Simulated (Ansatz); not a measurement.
# Mg (hcp type): the cost of one run

Computed with Ansatz 0.2.0 (DFT PBEsol, with the methods named in each step, unless a step's input says otherwise).

2 further runs of the same task are left out: 2 that didn't finish. Runs told in other sessions of the task aren't counted.

## 1. Starting point

It takes space group P6_3/mmc (No. 194, hexagonal). Conventional cell: a = 3.189 Å, b = 3.189 Å, c = 5.114 Å, α = 90.00°, β = 90.00°, γ = 120.00°. Mg (site symmetry -6m2) has 12 Mg at 3.15 to 3.19 Å in its first shell of neighbours.

As a file:

```
Mg
1.0
     3.18877    0.00000    0.00000
    -1.59439    2.76156    0.00000
     0.00000    0.00000    5.11371
Mg
2
Direct
  0.33333 0.66667 0.25000
  0.66667 0.33333 0.75000
```

Whether this phase is the stable one at these pressures isn't tested.

Atoms are numbered in the order of the input: Mg1, Mg2.

## 2. The reference volume, LAPW

Input file input.yaml:

```yaml
crystal:
  lattice:
    - [3.1887707641, 0.0, 0.0]
    - [-1.5943853821, 2.7615564886, 0.0]
    - [0.0, 0.0, 5.113705331]
  atoms:
    - { symbol: Mg, position: [0.3333333333, 0.6666666667, 0.25] }
    - { symbol: Mg, position: [0.6666666667, 0.3333333333, 0.75] }
kpoints:
  mp_grid: { grid: [15, 15, 8] }
  band_path:
    path:
      - [0.0, 0.0, 0.0]
      - [0.5, 0.0, 0.0]
      - [0.3333333333, 0.3333333333, 0.0]
      - [0.0, 0.0, 0.0]
      - [0.0, 0.0, 0.5]
      - [0.5, 0.0, 0.5]
      - [0.3333333333, 0.3333333333, 0.5]
      - [0.0, 0.0, 0.5]
      - [0.5, 0.0, 0.5]
    npoints: 14
scf:
  occupations: { method: fermi_dirac, width: 0.1 }
hamiltonian:
  xc: pbesol
  pseudopotentials: { kind: all_electron, lapw: { basis_error: 0.001 } }
output:
  forces: true
  stress: true
  eigenvalues: true
  populations: true
  dos: { projected: true, de: 0.2, e_range: [-14, 8] }
```

The run is started by

```console
$ ansatz run input.yaml --threads 1 --pin off --max-ram 2048MiB --backend cpu --events-out ev --progress --plain --runs-dir out
```

What time and memory should one allow on 1 thread of Arm Neoverse V2, shared host?

About 8.2 s, with a peak of 0.27 GiB.
